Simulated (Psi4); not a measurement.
# One shape, several levels: doublet B2NH2OF+

Aim: a comparison of 3 runs (UHF/STO-3G, UHF/3-21G, UHF/def2-SVP) of doublet B2NH2OF+. 

Program for the calculation: Psi4 1.11.

## (1) The system as given

The species is B2NH2OF+ (7 atoms), meant as a doublet with charge +1. As SMILES of the parent species, `OB1NB1F`. The coordinates come from a PBE0-D4/def2-TZVP relaxation. This is one conformer, not always the lowest. That shape belongs to the parent species and isn't relaxed for this state.

Bond lengths: O1–B2 1.347 Å, B2–N3 1.423 Å, B2–B4 1.598 Å, N3–B4 1.403 Å, B4–F5 1.317 Å, O1–H6 0.959 Å, N3–H7 1.012 Å. Angles: O1–B2–N3 134.0°, O1–B2–B4 171.0°, N3–B2–B4 55.0°, B2–N3–B4 68.8°, B2–B4–N3 56.2°, B2–B4–F5 168.4°, N3–B4–F5 135.4°, B2–O1–H6 112.9°, B2–N3–H7 144.6°, B4–N3–H7 146.6°.

## (2) Energy and forces at UHF/STO-3G (run 1)

The input, b2fh2no.dat:

```
memory 2200 MB

molecule mol {
  1 2
  O     -2.41261334     0.33334769     2.47195074
  B     -0.71620620     0.28383686     0.57485469
  N      1.19468486    -1.45168761    -0.17914604
  B      1.10926924     0.64193996    -1.80298770
  F      2.36215766     1.36835069    -3.82726232
  H     -3.45706497     1.81451502     2.44417177
  H      2.03561298    -3.11880400     0.23224734
  units au
  symmetry c1
}

set {
  basis STO-3G
  reference uhf
  puream true
  e_convergence 1e-09
  d_convergence 1e-08
  scf_type pk
  maxiter 100
}

e_tot, wfn = gradient("scf", return_wfn=True)
oeprop(wfn, "MAYER_INDICES", "LOWDIN_CHARGES", "QUADRUPOLE", title="SCF")
print_variables()
```

Command:

```
$ psi4 -i b2fh2no.dat -o b2fh2no.out -n 1
```

b2fh2no.out:

```text
[...]
  Running in c1 symmetry.
[...]
  Nuclear repulsion =  135.227784738230014
[...]
  Multiplicity = 2
[...]
  Nalpha       = 18
  Nbeta        = 17
[...]
    Number of basis functions: 27
[...]
   @UHF iter   1:  -275.24160670261472   -2.24585e+00   1.57927e-02 DIIS/ADIIS
[...]
   @UHF iter  19:  -275.37505792851232   -1.02318e-12   7.01751e-09 DIIS
[...]
   @S^2 Observed:                7.582063120E-01
[...]
    Orbital Energies [Eh]
    ---------------------
    Alpha Occupied:
       1A    -26.303549     2A    -20.612137     3A    -15.660146
       4A     -7.816326     5A     -7.790456     6A     -1.802159
       7A     -1.586987     8A     -1.442627     9A     -1.046924
      10A     -0.946364    11A     -0.894159    12A     -0.864074
      13A     -0.825434    14A     -0.802293    15A     -0.747862
      16A     -0.739455    17A     -0.657349    18A     -0.636986
    Alpha Virtual:
      19A     -0.002005    20A      0.088793    21A      0.111775
      22A      0.282366    23A      0.314527    24A      0.378580
      25A      0.497986    26A      0.651176    27A      0.835503
[...]
  @UHF Final Energy:  -275.37505792851232
   => Energetics <=
    Nuclear Repulsion Energy =            135.2277847382300138
    One-Electron Energy =                -639.8684524139982841
    Two-Electron Energy =                 229.2656097472559509
    Total Energy =                       -275.3750579285123194
  UHF NO Occupations:
  HONO-2 :   16  A 1.9989164
  HONO-1 :   17  A 1.9983706
[...]
  -Total Gradient:
     Atom            X                  Y                   Z
    ------   -----------------  -----------------  -----------------
       1       -0.048103268915     0.003668194937     0.051906545521
       2        0.039731835778     0.082122080341    -0.112915857346
       3        0.061020394639    -0.112165843692     0.022597118939
       4       -0.114569066068     0.039110208792     0.098452530760
       5        0.041813111689    -0.002594282344    -0.045479544713
       6        0.030583605685    -0.029776443954    -0.010391554994
       7       -0.010476612808     0.019636085919    -0.004169238168
[...]
 Multipole Moments:
 ------------------------------------------------------------------------------------
     Multipole            Electronic (a.u.)      Nuclear  (a.u.)        Total (a.u.)
 ------------------------------------------------------------------------------------
 L = 1.  Multiply by 2.5417464519 to convert [e a0] to [Debye]
 Dipole X            :          1.4200207           -1.9078476           -0.4878269
 Dipole Y            :          1.8796630           -1.6539766            0.2256864
 Dipole Z            :         -3.1676159            3.5364990            0.3688831
 Magnitude           :                                                    0.6519081
 L = 2.  Multiply by 1.3450342976 to convert [e a0^2] to [Debye ang]
 Quadrupole XX       :       -141.0415360          128.4086822          -12.6328539
 Quadrupole XY       :         -1.8396369           -1.9318243           -3.7714612
[...]
```

It took 2.1 s on 1 thread of AMD EPYC 7R43 (Zen 3), shared host; peak memory 0.18 GiB.

## (3) Energy and gradient at UHF/3-21G (run 2)

The input, b2fh2no.xyz:

```xyz
7
B2FH2NO
O     -1.276700     0.176400     1.308100
B     -0.379000     0.150200     0.304200
N      0.632200    -0.768200    -0.094800
B      0.587000     0.339700    -0.954100
F      1.250000     0.724100    -2.025300
H     -1.829400     0.960200     1.293400
H      1.077200    -1.650400     0.122900
```

The input, calc.py:

```python
import psi4

psi4.set_memory(2200000000)
psi4.set_num_threads(1)
psi4.core.set_output_file('run.log', False)

with open('b2fh2no.xyz') as f:
    atoms = ''.join(f.readlines()[2:])
geom = psi4.geometry('1 2\n' + atoms + 'symmetry c1')

options = {'reference': 'uhf', 'puream': True, 'e_convergence': 1e-09, 'd_convergence': 1e-08, 'scf_type': 'pk', 'maxiter': 100}
psi4.set_options(options)

energy_value, wavefunction = psi4.gradient("scf/3-21G", return_wfn=True)
psi4.oeprop(wavefunction, "MAYER_INDICES", "MULLIKEN_CHARGES", "QUADRUPOLE")
print('gradient / Eh bohr^-1')
print(energy_value.np.round(6))
print(f'energy = {wavefunction.energy():.10f} Eh')
for k, v in sorted(psi4.core.scalar_variables().items()):
    print(f'{k:45s} {v:18.10f}')
```

Command:

```
$ python calc.py
```

run.log:

```text
[...]
  Running in c1 symmetry.
[...]
  Nuclear repulsion =  135.227784647224979
[...]
  Multiplicity = 2
[...]
  Nalpha       = 18
  Nbeta        = 17
[...]
    Number of basis functions: 49
[...]
   @UHF iter   1:  -277.43198185830784   -5.19022e-01   9.12077e-03 DIIS/ADIIS
[...]
   @UHF iter  17:  -277.52989139755107   -1.76215e-12   6.62974e-09 DIIS
[...]
   @S^2 Observed:                7.567837210E-01
[...]
    Orbital Energies [Eh]
    ---------------------
    Alpha Occupied:
       1A    -26.451756     2A    -20.759991     3A    -15.799245
       4A     -7.982136     5A     -7.952882     6A     -1.864278
       7A     -1.645293     8A     -1.516443     9A     -1.109990
      10A     -1.019610    11A     -0.995090    12A     -0.946014
      13A     -0.919384    14A     -0.874145    15A     -0.821344
      16A     -0.819848    17A     -0.738759    18A     -0.717637
    Alpha Virtual:
      19A     -0.116436    20A     -0.036640    21A     -0.016539
      22A      0.025374    23A      0.052883    24A      0.110819
      25A      0.171944    26A      0.222950    27A      0.332871
[...]
  @UHF Final Energy:  -277.52989139755107
   => Energetics <=
    Nuclear Repulsion Energy =            135.2277846472249792
    One-Electron Energy =                -640.6719702544816073
    Two-Electron Energy =                 227.9142942097055595
    Total Energy =                       -277.5298913975510686
  UHF NO Occupations:
  HONO-2 :   16  A 1.9991796
  HONO-1 :   17  A 1.9986465
[...]
  -Total Gradient:
     Atom            X                  Y                   Z
    ------   -----------------  -----------------  -----------------
       1       -0.023116100531    -0.025804193364     0.047662603338
       2        0.041188924373     0.084150523079    -0.116259192643
       3        0.036768326669    -0.076843078043     0.021249564981
       4       -0.102834010557     0.042253811542     0.082525504049
       5        0.021730260096    -0.013697006221    -0.013479447748
       6        0.026009279792    -0.010288876289    -0.021233301307
       7        0.000253320158     0.000228819296    -0.000465730671
[...]
 Multipole Moments:
 ------------------------------------------------------------------------------------
     Multipole            Electronic (a.u.)      Nuclear  (a.u.)        Total (a.u.)
 ------------------------------------------------------------------------------------
 L = 1.  Multiply by 2.5417464519 to convert [e a0] to [Debye]
 Dipole X            :          1.2523946           -1.9078476           -0.6554529
 Dipole Y            :          1.8990288           -1.6539766            0.2450523
 Dipole Z            :         -2.9927609            3.5364990            0.5437381
 Magnitude           :                                                    0.8861830
 L = 2.  Multiply by 1.3450342976 to convert [e a0^2] to [Debye ang]
 Quadrupole XX       :       -142.6472301          128.4086822          -14.2385478
 Quadrupole XY       :         -3.1995285           -1.9318244           -5.1313528
[...]
  Mulliken Charges: (a.u.)
   Center  Symbol    Alpha    Beta     Spin     Total
       1     O     4.34143  4.25891  0.08251 -0.60034
       2     B     2.23989  1.87502  0.36486  0.88509
       3     N     3.93902  3.92786  0.01116 -0.86688
       4     B     2.27865  1.85252  0.42613  0.86884
       5     F     4.65220  4.60617  0.04603 -0.25837
       6     H     0.26328  0.26289  0.00039  0.47383
       7     H     0.28554  0.21663  0.06891  0.49783
   Total alpha = 18.00000, Total beta = 17.00000, Total charge =  1.00000
  Mayer Bond Indices:
[...]
```

Standard output:

```text
gradient / Eh bohr^-1
[[-0.023116 -0.025804  0.047663]
 [ 0.041189  0.084151 -0.116259]
 [ 0.036768 -0.076843  0.02125 ]
 [-0.102834  0.042254  0.082526]
 [ 0.02173  -0.013697 -0.013479]
 [ 0.026009 -0.010289 -0.021233]
 [ 0.000253  0.000229 -0.000466]]
energy = -277.5298913976 Eh
CURRENT ENERGY                                   -277.5298913976
CURRENT REFERENCE ENERGY                         -277.5298913976
DD SOLVATION ENERGY                                 0.0000000000
HF KINETIC ENERGY                                 276.2804001459
HF POTENTIAL ENERGY                              -553.8102915434
HF TOTAL ENERGY                                  -277.5298913976
HF VIRIAL RATIO                                     2.0045225476
NUCLEAR REPULSION ENERGY                          135.2277846472
ONE-ELECTRON ENERGY                              -640.6719702545
PCM POLARIZATION ENERGY                             0.0000000000
PE ENERGY                                           0.0000000000
SCF ITERATION ENERGY                             -277.5298913976
SCF ITERATIONS                                     17.0000000000
SCF TOTAL ENERGY                                 -277.5298913976
TWO-ELECTRON ENERGY                               227.9142942097
```

Wall time 2.4 s (1 thread of AMD EPYC 7R43 (Zen 3), shared host); peak memory 0.18 GiB.

## (4) Energy and gradient at UHF/def2-SVP (run 3)

The input, input.json:

```json
{
 "schema_name": "qcschema_input",
 "schema_version": 1,
 "molecule": {
  "schema_name": "qcschema_molecule",
  "schema_version": 2,
  "symbols": ["O", "B", "N", "B", "F", "H", "H"],
  "geometry": [-2.41261334, 0.33334769, 2.47195074, -0.7162062, 0.28383686, 0.57485469, 1.19468486, -1.45168761, -0.17914604, 1.10926924, 0.64193996, -1.8029877, 2.36215766, 1.36835069, -3.82726232, -3.45706497, 1.81451502, 2.44417177, 2.03561298, -3.118804, 0.23224734],
  "molecular_charge": 1,
  "molecular_multiplicity": 2,
  "fix_symmetry": "c1"
 },
 "driver": "gradient",
 "model": {
  "method": "hf",
  "basis": "def2-SVP"
 },
 "keywords": {
  "reference": "uhf",
  "puream": true,
  "e_convergence": 1e-09,
  "d_convergence": 1e-08,
  "scf_type": "pk",
  "maxiter": 100,
  "scf_properties": ["LOWDIN_CHARGES", "MAYER_INDICES", "WIBERG_LOWDIN_INDICES"]
 }
}
```

Command:

```
$ psi4 --qcschema input.json -n 1 --memory 2200MB
```

stdout:

```text
[...]
  Running in c1 symmetry.
[...]
  Nuclear repulsion =  135.227784738230014
[...]
  Multiplicity = 2
[...]
  Nalpha       = 18
  Nbeta        = 17
[...]
    Number of basis functions: 80
[...]
   @UHF iter   1:  -278.72860340659287   -5.38796e-01   6.51743e-03 DIIS/ADIIS
[...]
   @UHF iter  18:  -278.85039910692649   -1.59162e-12   4.34169e-09 DIIS
[...]
   @S^2 Observed:                7.592907727E-01
[...]
    Orbital Energies [Eh]
    ---------------------
    Alpha Occupied:
       1A    -26.549538     2A    -20.831838     3A    -15.863146
       4A     -8.008833     5A     -7.980345     6A     -1.837303
       7A     -1.610413     8A     -1.489302     9A     -1.107852
      10A     -1.019333    11A     -1.002615    12A     -0.947658
      13A     -0.923630    14A     -0.875564    15A     -0.821596
      16A     -0.815810    17A     -0.755914    18A     -0.722563
    Alpha Virtual:
      19A     -0.121821    20A     -0.047575    21A     -0.037108
      22A     -0.013368    23A     -0.005856    24A      0.046093
      25A      0.088092    26A      0.122383    27A      0.175290
[...]
  @UHF Final Energy:  -278.85039910692649
   => Energetics <=
    Nuclear Repulsion Energy =            135.2277847382300138
    One-Electron Energy =                -642.8323862114652911
    Two-Electron Energy =                 228.7542023663087889
    Total Energy =                       -278.8503991069264885
  UHF NO Occupations:
  HONO-2 :   16  A 1.9989932
  HONO-1 :   17  A 1.9973405
[...]
 Multipole Moments:
 ------------------------------------------------------------------------------------
     Multipole            Electronic (a.u.)      Nuclear  (a.u.)        Total (a.u.)
 ------------------------------------------------------------------------------------
 L = 1.  Multiply by 2.5417464519 to convert [e a0] to [Debye]
 Dipole X            :          1.3492165           -1.9078476           -0.5586311
 Dipole Y            :          1.7712213           -1.6539766            0.1172448
 Dipole Z            :         -2.9981230            3.5364990            0.5383760
 Magnitude           :                                                    0.7846425
[...]
  -Total Gradient:
     Atom            X                  Y                   Z
    ------   -----------------  -----------------  -----------------
       1       -0.027902931956    -0.033485478421     0.059469166151
       2        0.052375907701     0.084115416369    -0.129008147438
       3        0.049100706334    -0.101501102668     0.027460925346
       4       -0.118890589720     0.044946690906     0.098582682863
       5        0.040472591465    -0.001592319454    -0.044773057351
       6        0.004719382692     0.007129473237    -0.011273274268
       7        0.000124933484     0.000387320030    -0.000458295302
[...]
```

The result, in JSON:

```text
{
 "driver": "gradient",
 "model": {
  "method": "hf",
  "basis": "def2-SVP"
 },
 "success": true,
 "return_result": [-0.02790293195611092, -0.03348547842074456, 0.059469166151155606, 0.052375907700870826, 0.08411541636910896, -0.12900814743811026, 0.04910070633395053, -0.10150110266764739, 0.027460925346266582, -0.11889058971973065, 0.044946690905974696, 0.09858268286288296, 0.04047259146464782, -0.0015923194544827657, -0.04477305735117887, 0.00471938269228156, 0.007129473237493578, -0.011273274268297728, 0.0001249334838751559, 0.00038732002980068625, -0.0004582953022712888],
 "properties": {
  "calcinfo_nbasis": 80,
  "calcinfo_nmo": 80,
  "calcinfo_nalpha": 18,
  "calcinfo_nbeta": 17,
  "calcinfo_natom": 7,
  "nuclear_repulsion_energy": 135.22778473823,
  "return_energy": -278.8503991069265,
  "return_gradient": [-0.02790293195611092, -0.03348547842074456, 0.059469166151155606, 0.052375907700870826, 0.08411541636910896, -0.12900814743811026, 0.04910070633395053, -0.10150110266764739, 0.027460925346266582, -0.11889058971973065, 0.044946690905974696, 0.09858268286288296, 0.04047259146464782, -0.0015923194544827657, -0.04477305735117887, 0.00471938269228156, 0.007129473237493578, -0.011273274268297728, 0.0001249334838751559, 0.00038732002980068625, -0.0004582953022712888],
  "scf_one_electron_energy": -642.8323862114653,
  "scf_two_electron_energy": 228.7542023663088,
  "scf_dipole_moment": [-0.5586311163919215, 0.11724476536090833, 0.5383760348591564],
  "scf_total_energy": -278.8503991069265,
  "scf_total_gradient": [-0.02790293195611092, -0.03348547842074456, 0.059469166151155606, 0.052375907700870826, 0.08411541636910896, -0.12900814743811026, 0.04910070633395053, -0.10150110266764739, 0.027460925346266582, -0.11889058971973065, 0.044946690905974696, 0.09858268286288296, 0.04047259146464782, -0.0015923194544827657, -0.04477305735117887, 0.00471938269228156, 0.007129473237493578, -0.011273274268297728, 0.0001249334838751559, 0.00038732002980068625, -0.0004582953022712888],
  "scf_iterations": 18
 }
}
```

It took 4.5 s on 1 thread of AMD EPYC 7R43 (Zen 3), shared host; peak memory 0.26 GiB.

## (5) All runs side by side

| run | level | energy (Eh) | HOMO energy (eV) | LUMO energy (eV) | ⟨S²⟩ | wall time |
| --- | --- | --- | --- | --- | --- | --- |
| 1 | UHF/STO-3G | -275.375058 | -17.33 | -6.58 | 0.758 | 2.1 s |
| 2 | UHF/3-21G | -277.529891 | -19.53 | -8.70 | 0.757 | 2.4 s |
| 3 | UHF/def2-SVP | -278.850399 | -19.66 | -8.03 | 0.759 | 4.5 s |

## (6) Summary of results

```
                                 quantity          value
                      run 3: total energy  -278.85040 Eh
run 3: HOMO energy (highest over α and β)      -19.66 eV
 run 3: LUMO energy (lowest over α and β)       -8.03 eV
                              run 3: ⟨S²⟩          0.759
          run 3: largest force on an atom     8.365 eV/Å
```

**Reading.** In run 1 the basis is minimal, so the values are rough. All runs together took 9.1 s, the longest 4.5 s.
